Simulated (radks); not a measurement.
**Valence configurations of Tm**

NIST gives [Xe] 4f13 6s2 as the ground configuration of Tm. Does this level of theory agree? Several fillings of the valence shells are run.

Method: Dirac Kohn-Sham, PBEsol, spin-unpolarised, spherical densities, point nucleus; open shells fill j = l - 1/2 first. Code: radks (a radial shooting solver on a logarithmic mesh, Libxc functionals) version 1.

3 further runs of the same task are left out: 3 that didn't finish.

### Step 1. Starting point

* element: thulium (Z = 69)
* charge: 0
* electrons: 69
* configuration: [Xe] 4f13 6s2
* others tried: 4f13 6s1 6p1; 4f11 5d2 6s2; 4f12.5 5d0.5 6s2; 4f13 5d1 6s1; 4f11 6s2 6p2; 4f12 5d2 6s1

### Step 2. [Xe] 4f13 6s2

Input:

```text
Z 69
configuration [Xe] 4f13 6s2
relativity Dirac
functional pbe_sol,pbe_sol
spin unpolarised
j_filling energy
nucleus point
c 137.035999084
```

### Step 3. [Xe] 4f13 6s1 6p1

Settings, as their differences from step 2:

```diff
@@ -1,3 +1,3 @@
 Z 69
-configuration [Xe] 4f13 6s2
+configuration [Xe] 4f13 6s1 6p1
 relativity Dirac
```

### Step 4. [Xe] 4f11 5d2 6s2

Settings, as their differences from step 3:

```diff
@@ -1,3 +1,3 @@
 Z 69
-configuration [Xe] 4f13 6s1 6p1
+configuration [Xe] 4f11 5d2 6s2
 relativity Dirac
```

### Step 5. [Xe] 4f12.5 5d0.5 6s2

Settings, as their differences from step 4:

```diff
@@ -1,3 +1,3 @@
 Z 69
-configuration [Xe] 4f11 5d2 6s2
+configuration [Xe] 4f12.5 5d0.5 6s2
 relativity Dirac
```

### Step 6. [Xe] 4f13 5d1 6s1

Settings, as their differences from step 5:

```diff
@@ -1,3 +1,3 @@
 Z 69
-configuration [Xe] 4f12.5 5d0.5 6s2
+configuration [Xe] 4f13 5d1 6s1
 relativity Dirac
```

### Step 7. [Xe] 4f11 6s2 6p2

Settings, as their differences from step 6:

```diff
@@ -1,3 +1,3 @@
 Z 69
-configuration [Xe] 4f13 5d1 6s1
+configuration [Xe] 4f11 6s2 6p2
 relativity Dirac
```

### Step 8. [Xe] 4f12 5d2 6s1

Settings, as their differences from step 7:

```diff
@@ -1,3 +1,3 @@
 Z 69
-configuration [Xe] 4f11 6s2 6p2
+configuration [Xe] 4f12 5d2 6s1
 relativity Dirac
```

**Question.** What will these runs give? Wanted: for each run, valence; E − E(NIST configuration); highest level; its energy; 1s shift.

The runs gave:

```csv
valence,E − E(NIST configuration) (eV),highest level,its energy (eV),1s shift (eV)
4f13 6s2,0.000,4f7/2,-2.585,+0.00
4f12.5 5d0.5 6s2,1.427,5d3/2,-1.545,-3.15
4f13 6s1 6p1,2.679,6p1/2,-1.891,-1.34
4f13 5d1 6s1,3.009,5d3/2,-0.772,+0.44
4f12 5d2 6s1,6.623,5d3/2,-1.494,-5.33
4f11 5d2 6s2,13.632,5d3/2,-3.184,-13.63
4f11 6s2 6p2,19.610,6p1/2,-3.301,-20.55
```

In words: The NIST configuration is the lowest of those tried, 1.427 eV under 4f12.5 5d0.5 6s2. The energies are those of spherical spin-averaged densities, not of single terms. The 1s eigenvalue shifts by up to 20.55 eV as the valence charge is rearranged.
